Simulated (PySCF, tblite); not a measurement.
# C₇H₈ClF: a rotation path, then NMR shifts on frames

How do NMR shifts of C₇H₈ClF (`F[C@@H]1[C@H]2[C@H]3[C@@H](CCl)[C@@H]1[C@@H]23`) change as the atoms move?

Computed with tblite 0.8.0 and PySCF 2.14.0, with density-fitted response routines of our own, on a single molecule in the gas phase. Atoms are numbered from 0 throughout.

## Step 1: The molecule as given

17 atoms, charge 0, multiplicity 1; geometry from: GFN2-xTB.

Bonds of the start (Å): F0–C1 1.38, C1–C2 1.51, C2–C3 1.52, C3–C4 1.52, C4–C5 1.52, C5–Cl6 1.79, C4–C7 1.54, C7–C8 1.56, C7–C1 1.53, C8–C2 1.50, C8–C3 1.50, C1–H9 1.09, C2–H10 1.08, C3–H11 1.08, C4–H12 1.09, C5–H13 1.09, C5–H14 1.09, C7–H15 1.08, C8–H16 1.07.

## Step 2: The rotation path with GFN2-xTB

Job settings and geometry (Å):

```
{"job": {"kind": "neb", "xc": "GFN2-xTB", "basis": "xTB", "atoms": [6, 5, 4, 7], "turn": 120}, "charge": 0, "multiplicity": 1}
F     -2.227285     0.986073    -1.278375
C     -1.064230     0.326760    -0.952365
C     -1.335401    -0.807497     0.014006
C     -0.121905    -0.930425     0.919001
C      0.886389     0.121186     0.482955
C      1.860160    -0.211203    -0.632701
Cl     2.500846     1.290029    -1.358817
C     -0.342167     1.013086     0.214604
C     -1.159811     0.115421     1.188569
H     -0.543206     0.157941    -1.898239
H     -2.048784    -1.601573    -0.119679
H      0.085514    -1.832239     1.469108
H      1.439484     0.503837     1.343414
H      1.394137    -0.782455    -1.433588
H      2.714912    -0.765561    -0.244930
H     -0.269634     2.092801     0.241349
H     -1.776017     0.335849     2.035776
```

Level: GFN2-xTB climbing-image nudged elastic band, gas phase.

Run with:

```bash
$ OMP_NUM_THREADS=1 python probes_run.py task.json out
```

The driver reads the jobs from task.json and runs them one after another.

The log of the run:

```text
image   E - E0 / eV
  0       0.0000
  1       0.0086
  2       0.0293
  3       0.0518
  4       0.0629
  5       0.0552
  6       0.0333
  7       0.0107
  8      -0.0007
```

Run time: 3.1 s. Hardware: 1 thread of Intel Xeon Platinum 8559C, shared host; peak memory 0.19 GiB.

The final band, with the dihedral Cl6–C5–C4–C7:

```
image  dihedral (°)  energy (eV)  energy (kcal/mol)
    0            56        0.000                0.0
    1            72        0.009                0.2
    2            86        0.029                0.7
    3           101        0.052                1.2
    4           116        0.063                1.4
    5           131        0.055                1.3
    6           146        0.033                0.8
    7           161        0.011                0.2
    8           175       -0.001                0.0
```

## Step 3: Nuclear shieldings: image 0, PBE0/pcSseg-1

Job settings and geometry (Å):

```
{"job": {"kind": "nmr", "xc": "PBE0", "basis": "pcSseg-1", "pop": false}, "charge": 0, "multiplicity": 1}
F     -2.227300     0.986100    -1.278400
C     -1.064200     0.326800    -0.952400
C     -1.335400    -0.807500     0.014000
C     -0.121900    -0.930400     0.919000
C      0.886400     0.121200     0.483000
C      1.860200    -0.211200    -0.632700
Cl     2.500800     1.290000    -1.358800
C     -0.342200     1.013100     0.214600
C     -1.159800     0.115400     1.188600
H     -0.543200     0.157900    -1.898200
H     -2.048800    -1.601600    -0.119700
H      0.085500    -1.832200     1.469100
H      1.439500     0.503800     1.343400
H      1.394100    -0.782500    -1.433600
H      2.714900    -0.765600    -0.244900
H     -0.269600     2.092800     0.241300
H     -1.776000     0.335800     2.035800
```

Method: GIAO PBE0/pcSseg-1 NMR shielding, non-relativistic, gas phase.

The log of the run:

```text
coarse grid: 15272 points
cycle   1  E = -830.7664802147  dE =  1.660e+00  |g| = 4.997e-01  |ddm| = 3.870e+00
cycle   2  E = -830.7467539808  dE =  1.973e-02  |g| = 6.538e-01  |ddm| = 1.093e+00
cycle   3  E = -830.8161327378  dE = -6.938e-02  |g| = 6.098e-02  |ddm| = 6.298e-01
cycle   4  E = -830.8166713100  dE = -5.386e-04  |g| = 3.322e-02  |ddm| = 9.336e-02
cycle   5  E = -830.8169027818  dE = -2.315e-04  |g| = 7.121e-03  |ddm| = 4.679e-02
cycle   6  E = -830.8169135943  dE = -1.081e-05  |g| = 2.037e-03  |ddm| = 1.117e-02
cycle   7  E = -830.8169144118  dE = -8.175e-07  |g| = 3.738e-04  |ddm| = 2.577e-03
final grid: 144784 points
cycle   8  E = -830.8791521761  dE = -6.929e-05  |g| = 9.837e-03  |ddm| = 5.819e-02
cycle   9  E = -830.8791341953  dE =  1.798e-05  |g| = 1.360e-02  |ddm| = 2.768e-02
cycle  10  E = -830.8791743665  dE = -4.017e-05  |g| = 1.327e-03  |ddm| = 1.675e-02
cycle  11  E = -830.8791746242  dE = -2.578e-07  |g| = 3.684e-04  |ddm| = 1.726e-03
cycle  12  E = -830.8791746446  dE = -2.037e-08  |g| = 8.470e-05  |ddm| = 3.966e-04
cycle  13  E = -830.8791746460  dE = -1.397e-09  |g| = 2.443e-05  |ddm| = 1.200e-04
cycle  14  E = -830.8791746461  dE = -1.357e-10  |g| = 6.374e-06  |ddm| = 3.004e-05
converged SCF energy = -830.8791746461

GIAO shielding tensors (ppm)
atom      isotropic    diamagn.    paramagn.     s11        s22        s33       span
  0 F      407.824     468.396     -60.572    380.445    397.372    445.655     65.210
  1 C       86.970     239.893    -152.923     53.828     72.020    135.063     81.234
  2 C      160.298     248.776     -88.478    122.196    147.645    211.053     88.857
  3 C      162.691     246.331     -83.640    127.101    152.892    208.079     80.978
  4 C      139.954     242.735    -102.781    119.461    135.931    164.471     45.009
  5 C      137.919     243.857    -105.938    109.252    135.283    169.222     59.970
  6 Cl     901.320    1144.991    -243.671    747.949    861.416   1094.595    346.646
  7 C      139.256     243.759    -104.503    126.029    136.395    155.344     29.314
  8 C      157.704     251.760     -94.056    112.257    154.410    206.444     94.188
  9 H       26.228      28.200      -1.973     20.833     28.212     29.638      8.806
 10 H       29.801      31.179      -1.378     24.711     25.797     38.896     14.185
 11 H       29.837      30.970      -1.133     24.158     25.885     39.469     15.312
 12 H       28.804      29.820      -1.015     24.088     29.650     32.675      8.587
 13 H       28.401      27.772       0.629     23.520     29.133     32.551      9.031
 14 H       28.127      27.456       0.670     22.136     28.315     33.930     11.794
 15 H       29.254      30.314      -1.060     24.910     27.915     34.938     10.028
 16 H       28.433      33.218      -4.786     24.051     25.477     35.770     11.719
```

It took 32 s on 1 thread of Intel Xeon Platinum 8559C, shared host; peak memory 0.9 GiB.

Shifts follow as δ = σ(reference) − σ, with reference shieldings (ppm) from runs at the same level and on the same kind of geometry: 1H TMS 31.72, 13C TMS 186.9, 19F CFCl3 170.9, 35Cl HCl 950. The references are single molecules in the gas phase, so shifts against H2O, NH3, PH3, H3PO4 or CFCl3 are not on the usual liquid scales and can be off by tens of ppm. Each atom is listed at this fixed geometry, with no averaging over motion; a spectrum would average atoms that exchange fast.

```
atoms                               environment  σ (ppm)  δ (ppm)
   C1                        sp3 CH bonded to F     87.0    100.0
   C5                      sp3 CH2 bonded to Cl    137.9     49.0
   C7                          sp3 CH in a ring    139.3     47.7
   C4                          sp3 CH in a ring    140.0     47.0
   C8                three-membered-ring carbon    157.7     29.2
   C2                three-membered-ring carbon    160.3     26.6
   C3                three-membered-ring carbon    162.7     24.2
   H9         hydrogen on an sp3 CH bonded to F    26.23     5.49
  H14       hydrogen on an sp3 CH2 bonded to Cl    28.13     3.59
  H13       hydrogen on an sp3 CH2 bonded to Cl    28.40     3.32
  H16  hydrogen on a three-membered-ring carbon    28.43     3.28
  H12           hydrogen on an sp3 CH in a ring    28.80     2.91
  H15           hydrogen on an sp3 CH in a ring    29.25     2.46
  H10  hydrogen on a three-membered-ring carbon    29.80     1.92
  H11  hydrogen on a three-membered-ring carbon    29.84     1.88
   F0                 fluorine on an sp3 carbon    407.8   -236.9
  Cl6                      chlorine bonded to C      901       48
```

Ring of atoms C1, C2, C7, C8: NICS(0) -6.2, NICS(1) -5.3, NICS(1)zz -1.0 ppm (means of both faces; NICS(1) differs between them: -11.0 and 0.5).

The two faces differ (NICS(1)zz -5.9 and 3.9 ppm).

Ring of atoms C2, C3, C8: NICS(0) -39.0, NICS(1) -9.4, NICS(1)zz -29.9 ppm (means of both faces).

In rings of three or four atoms NICS is ruled by the nearby σ bonds, so it says little on aromaticity.

Ring of atoms C3, C4, C7, C8: NICS(0) -8.7, NICS(1) -6.4, NICS(1)zz -2.5 ppm (means of both faces; NICS(1) differs between them: -11.8 and -1.1).

The two faces differ (NICS(1)zz -5.9 and 0.8 ppm).

## Step 4: NMR shieldings: image 2, PBE0/pcSseg-1

Job settings and geometry (Å):

```
{"job": {"kind": "nmr", "xc": "PBE0", "basis": "pcSseg-1", "pop": false}, "charge": 0, "multiplicity": 1}
F     -2.324900     0.857700    -1.271100
C     -1.128600     0.258500    -0.951900
C     -1.325000    -0.846900     0.063100
C     -0.080000    -0.887600     0.929100
C      0.872300     0.187000     0.429500
C      1.850100    -0.164300    -0.677600
Cl     3.053700     1.136300    -0.901400
C     -0.398600     1.019700     0.164000
C     -1.149300     0.127700     1.195100
H     -0.630500     0.066100    -1.906300
H     -2.006700    -1.675100    -0.018200
H      0.182900    -1.755100     1.510100
H      1.426100     0.607300     1.272300
H      1.369500    -0.312200    -1.641700
H      2.403600    -1.065200    -0.410100
H     -0.375400     2.102400     0.151200
H     -1.746100     0.355700     2.054100
```

Method: GIAO PBE0/pcSseg-1 NMR shielding, non-relativistic, gas phase.

The log of the run:

```text
coarse grid: 15272 points
cycle   1  E = -830.7653370553  dE =  1.661e+00  |g| = 5.012e-01  |ddm| = 3.873e+00
cycle   2  E = -830.7453358707  dE =  2.000e-02  |g| = 6.560e-01  |ddm| = 1.090e+00
cycle   3  E = -830.8153258127  dE = -6.999e-02  |g| = 6.144e-02  |ddm| = 6.263e-01
cycle   4  E = -830.8158787144  dE = -5.529e-04  |g| = 3.313e-02  |ddm| = 9.222e-02
cycle   5  E = -830.8161090173  dE = -2.303e-04  |g| = 7.188e-03  |ddm| = 4.675e-02
cycle   6  E = -830.8161200967  dE = -1.108e-05  |g| = 2.034e-03  |ddm| = 1.139e-02
cycle   7  E = -830.8161209021  dE = -8.054e-07  |g| = 3.721e-04  |ddm| = 2.602e-03
final grid: 144784 points
cycle   8  E = -830.8780592632  dE = -6.367e-05  |g| = 9.644e-03  |ddm| = 6.139e-02
cycle   9  E = -830.8780421503  dE =  1.711e-05  |g| = 1.328e-02  |ddm| = 2.747e-02
cycle  10  E = -830.8780806044  dE = -3.845e-05  |g| = 1.310e-03  |ddm| = 1.657e-02
cycle  11  E = -830.8780808565  dE = -2.521e-07  |g| = 3.506e-04  |ddm| = 1.684e-03
cycle  12  E = -830.8780808747  dE = -1.823e-08  |g| = 8.180e-05  |ddm| = 3.719e-04
cycle  13  E = -830.8780808760  dE = -1.313e-09  |g| = 2.304e-05  |ddm| = 1.164e-04
cycle  14  E = -830.8780808762  dE = -1.185e-10  |g| = 6.081e-06  |ddm| = 2.808e-05
converged SCF energy = -830.8780808762

GIAO shielding tensors (ppm)
atom      isotropic    diamagn.    paramagn.     s11        s22        s33       span
  0 F      409.468     468.432     -58.964    383.126    399.687    445.590     62.464
  1 C       86.348     240.639    -154.292     53.321     69.471    136.250     82.929
  2 C      160.133     248.987     -88.855    122.840    147.525    210.032     87.192
  3 C      162.642     246.248     -83.606    131.327    147.444    209.155     77.827
  4 C      136.744     242.171    -105.427    114.461    132.881    162.890     48.429
  5 C      138.561     242.661    -104.100    110.535    135.175    169.972     59.436
  6 Cl     869.354    1144.488    -275.134    670.701    843.626   1093.736    423.035
  7 C      139.509     243.337    -103.827    126.344    136.123    156.061     29.717
  8 C      156.056     251.893     -95.836    108.938    152.245    206.986     98.049
  9 H       26.281      28.549      -2.268     20.638     28.479     29.725      9.087
 10 H       29.800      31.322      -1.521     24.695     25.897     38.809     14.114
 11 H       29.841      31.073      -1.232     24.192     25.971     39.362     15.170
 12 H       28.831      29.773      -0.942     23.760     30.598     32.135      8.374
 13 H       28.361      27.464       0.896     22.409     29.364     33.308     10.899
 14 H       28.283      27.300       0.983     21.980     29.603     33.266     11.285
 15 H       29.274      30.317      -1.044     25.041     27.532     35.247     10.206
 16 H       28.374      33.234      -4.861     23.917     25.532     35.672     11.755
```

It took 31 s on 1 thread of Intel Xeon Platinum 8559C, shared host; peak memory 0.92 GiB.

Key values: δ C1 100.6, C4 50.2, C5 48.4, C7 47.4, H9 5.44, H14 3.43 ppm.

(Part 1 of 2 ends here.)
